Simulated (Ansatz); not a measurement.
# CH₅BBrN: one species, many methods

One table from this session's results is given with a row withheld; the runs are named, their logs left out.

Program: Ansatz 0.2.0, Gaussian basis. Level of theory: functionals in def2-TZVPP, the program's frozen cores in correlated methods. These are calculated values, not measurements.

Levels to be run: PBE-D4, r2SCAN-D4, PBE0-D4, B3LYP-D4, ωB97X-V, ωB97M-V, B2PLYP; CCSD(T)/def2-TZVPP; MP2/def2-QZVPP; extrapolation to the limit.

## Structure used throughout

All runs share one geometry, relaxed beforehand with PBE0-D4 in a triple-zeta def2 set.

SMILES `CNBBr`, 9 atoms, charge 0, spin multiplicity 1.

Atoms are counted from 1 here; the program's logs count them from 0.

Bond lengths: C1–N2 1.446 Å, C1–H5 1.094 Å, C1–H6 1.094 Å, C1–H7 1.090 Å, N2–B3 1.378 Å, N2–H8 1.009 Å, B3–Br4 1.934 Å, B3–H9 1.191 Å. Angles: N2–C1–H5 111.3°, N2–C1–H6 111.3°, N2–C1–H7 109.2°, H5–C1–H6 108.3°, H5–C1–H7 108.3°, H6–C1–H7 108.3°, C1–N2–B3 125.8°, C1–N2–H8 114.9°, B3–N2–H8 119.2°, N2–B3–Br4 119.5°, N2–B3–H9 122.0°, Br4–B3–H9 118.5°.

Coordinates:

```xyz
9
charge 0, multiplicity 1
C    -0.1570    1.1962   -0.0360
N    -0.3865   -0.2202    0.1390
B     0.5361   -1.2203   -0.0804
Br    0.0297   -3.0637    0.2130
H    -0.3006    1.7411    0.9013
H    -0.8314    1.6188   -0.7861
H     0.8680    1.3544   -0.3699
H    -1.3144   -0.4655    0.4499
H     1.6445   -0.9872   -0.4478
```

The first run:

File in.yaml:

```yaml
crystal:
  periodic: [false, false, false]
  atoms:
    - {symbol: C, position_ang: [-0.156970, 1.196236, -0.035987]}
    - {symbol: N, position_ang: [-0.386478, -0.220213, 0.138975]}
    - {symbol: B, position_ang: [0.536102, -1.220325, -0.080444]}
    - {symbol: Br, position_ang: [0.029728, -3.063695, 0.213003]}
    - {symbol: H, position_ang: [-0.300634, 1.741119, 0.901321]}
    - {symbol: H, position_ang: [-0.831406, 1.618776, -0.786128]}
    - {symbol: H, position_ang: [0.868016, 1.354367, -0.369855]}
    - {symbol: H, position_ang: [-1.314418, -0.465471, 0.449872]}
    - {symbol: H, position_ang: [1.644459, -0.987195, -0.447758]}
basis:
  gaussian: {orbitals: def2-TZVPP}
hamiltonian: {xc: pbe, dispersion: d4}
output: {forces: true, orbitals: {seedname: orbitals}}
```

On the command line:

```
> ansatz run in.yaml --threads 4 --pin off --events-out ev --progress --plain --max-ram 10444MiB
```

Steps of the session up to this table: PBE-D4 (GGA); r2SCAN-D4 (meta-GGA); PBE0-D4 (hybrid); B3LYP-D4 (hybrid); ωB97X-V (range-separated); ωB97M-V (range-separated); B2PLYP (double hybrid); CCSD(T) in def2-TZVPP; MP2 in def2-QZVPP.

One of the session's tables, all rows but one given; the rest of the session is left out.

```
            method  atomisation energy (eV)
            PBE-D4                   35.013
         r2SCAN-D4                   34.358
           PBE0-D4                        ?
          B3LYP-D4                   34.372
           ωB97X-V                   34.312
           ωB97M-V                   34.362
            B2PLYP                   33.993
     HF/def2-TZVPP                   25.298
    MP2/def2-TZVPP                   33.860
   CCSD/def2-TZVPP                   32.840
CCSD(T)/def2-TZVPP                   33.320
           MP2/CBS                   34.744
       CCSD(T)/CBS                   34.204
```

**Question.** Estimate the row for PBE0-D4.

The run gave: atomisation energy (eV): 34.468. In the column «atomisation energy (eV)» it lies between B3LYP-D4 (34.372) and MP2/CBS (34.744).
